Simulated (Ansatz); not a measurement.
# C3H8ClGaSi2: up Jacob's ladder to CCSD(T)

The task here is to estimate one member of a computed series from the others.

Computed with Ansatz 0.2.0, Gaussian basis. Level: functionals in def2-TZVPP, the program's frozen cores in correlated methods.

Plan: LDA (SPW92), PBE-D4, revPBE-D4, BLYP-D4, r2SCAN-D4, B97M-V, PBE0-D4, B3LYP-D4, r2SCANh-D4, r2SCAN0-D4, HSE06-D4, BHLYP-D4, CAM-B3LYP-D4, LC-ωPBE, ωB97X-V, ωB97M-V, B2PLYP, PBE-QIDH; CCSD(T)/def2-SVP; CCSD(T)/def2-TZVPP; MP2/def2-QZVPP; extrapolation to the limit; RPA on PBE.

### Structure used throughout

An earlier PBE0-D4 in a triple-zeta def2 set relaxation fixed the geometry.

SMILES `[SiH3][SiH2][C]1=C[CH2][Ga]1[Cl]`, 15 atoms, charge 0, spin multiplicity 1.

Atoms are counted from 1 here; the program's logs count them from 0.

Bond lengths: Si1–Si2 2.341 Å, Si1–H8 1.488 Å, Si1–H9 1.489 Å, Si1–H10 1.489 Å, Si2–C3 1.847 Å, Si2–H11 1.493 Å, Si2–H12 1.489 Å, C3–C4 1.351 Å, C3–Ga6 1.968 Å, C4–C5 1.515 Å, C4–H13 1.094 Å, C5–Ga6 2.001 Å, C5–H14 1.093 Å, C5–H15 1.093 Å, Ga6–Cl7 2.134 Å. Angles: Si2–Si1–H8 111.6°, Si2–Si1–H9 110.0°, Si2–Si1–H10 109.8°, H8–Si1–H9 108.6°, H8–Si1–H10 108.6°, H9–Si1–H10 108.2°, Si1–Si2–C3 108.6°, Si1–Si2–H11 109.9°, Si1–Si2–H12 108.9°, C3–Si2–H11 111.4°, C3–Si2–H12 109.7°, H11–Si2–H12 108.2°, Si2–C3–C4 129.5°, Si2–C3–Ga6 143.6°, C4–C3–Ga6 86.8°, C3–C4–C5 116.1°, C3–C4–H13 123.4°, C5–C4–H13 120.5° and more.

Set-up of the first run:

The input, in.yaml:

```yaml
crystal:
  periodic: [false, false, false]
  atoms:
    - {symbol: Si, position_ang: [0.153839, -0.164887, 2.826575]}
    - {symbol: Si, position_ang: [0.646656, -1.295226, 0.836639]}
    - {symbol: C, position_ang: [0.198822, -0.205760, -0.586470]}
    - {symbol: C, position_ang: [-0.774055, -0.357085, -1.511056]}
    - {symbol: C, position_ang: [-0.904564, 0.757177, -2.528508]}
    - {symbol: Ga, position_ang: [0.622871, 1.500473, -1.470378]}
    - {symbol: Cl, position_ang: [1.958161, 3.160853, -1.343404]}
    - {symbol: H, position_ang: [0.586775, -0.941611, 4.019925]}
    - {symbol: H, position_ang: [-1.311791, 0.078045, 2.924952]}
    - {symbol: H, position_ang: [0.845978, 1.153436, 2.841441]}
    - {symbol: H, position_ang: [-0.097307, -2.588318, 0.789128]}
    - {symbol: H, position_ang: [2.105203, -1.594691, 0.800870]}
    - {symbol: H, position_ang: [-1.440813, -1.223721, -1.548113]}
    - {symbol: H, position_ang: [-0.726552, 0.440892, -3.559045]}
    - {symbol: H, position_ang: [-1.863222, 1.280403, -2.492555]}
basis:
  gaussian: {orbitals: def2-TZVPP}
hamiltonian: {xc: lda}
output: {orbitals: {seedname: orbitals}}
```

Launch:

```sh
ansatz run in.yaml --threads 2 --pin off --events-out ev --progress --plain --max-ram 22528MiB --backend cuda --devices 0, --max-vram 18GiB
```

Among the steps run: LDA; PBE-D4 (GGA); revPBE-D4 (GGA); BLYP-D4 (GGA); r2SCAN-D4 (meta-GGA); B97M-V (meta-GGA); B3LYP-D4 (hybrid); r2SCANh-D4 (hybrid); r2SCAN0-D4 (hybrid); HSE06-D4 (hybrid); BHLYP-D4 (hybrid); CAM-B3LYP-D4 (range-separated); LC-ωPBE (range-separated); ωB97X-V (range-separated); ωB97M-V (range-separated); B2PLYP (double hybrid); PBE-QIDH (double hybrid).

One table of the session follows, with a row left open; its other results are not shown here.

It belongs to the step «Frontier levels by functional». 

```
  functional  HOMO (eV)  LUMO (eV)  gap (eV)
 LDA (SPW92)      -6.48      -2.63      3.85
      PBE-D4      -6.32      -2.36      3.95
   revPBE-D4      -6.25      -2.25      4.01
     BLYP-D4      -6.17      -2.24      3.93
   r2SCAN-D4      -6.57      -2.20      4.37
      B97M-V      -6.65      -2.26      4.39
     PBE0-D4      -7.48      -1.50      5.98
    B3LYP-D4      -7.26      -1.72      5.54
  r2SCANh-D4      -7.00      -1.88      5.12
  r2SCAN0-D4      -7.65      -1.41      6.23
    HSE06-D4      -7.08      -1.87      5.21
    BHLYP-D4      -8.50      -0.61      7.89
CAM-B3LYP-D4      -8.77      -0.51      8.26
     LC-ωPBE          ?          ?         ?
     ωB97X-V      -9.74       0.49     10.23
     ωB97M-V      -9.60       0.31      9.91
```

Q: Estimate the row for LC-ωPBE from the others.

The run gave: HOMO (eV): -10.08; LUMO (eV): 0.63; gap (eV): 10.71. In the column «HOMO (eV)» it is the lowest.
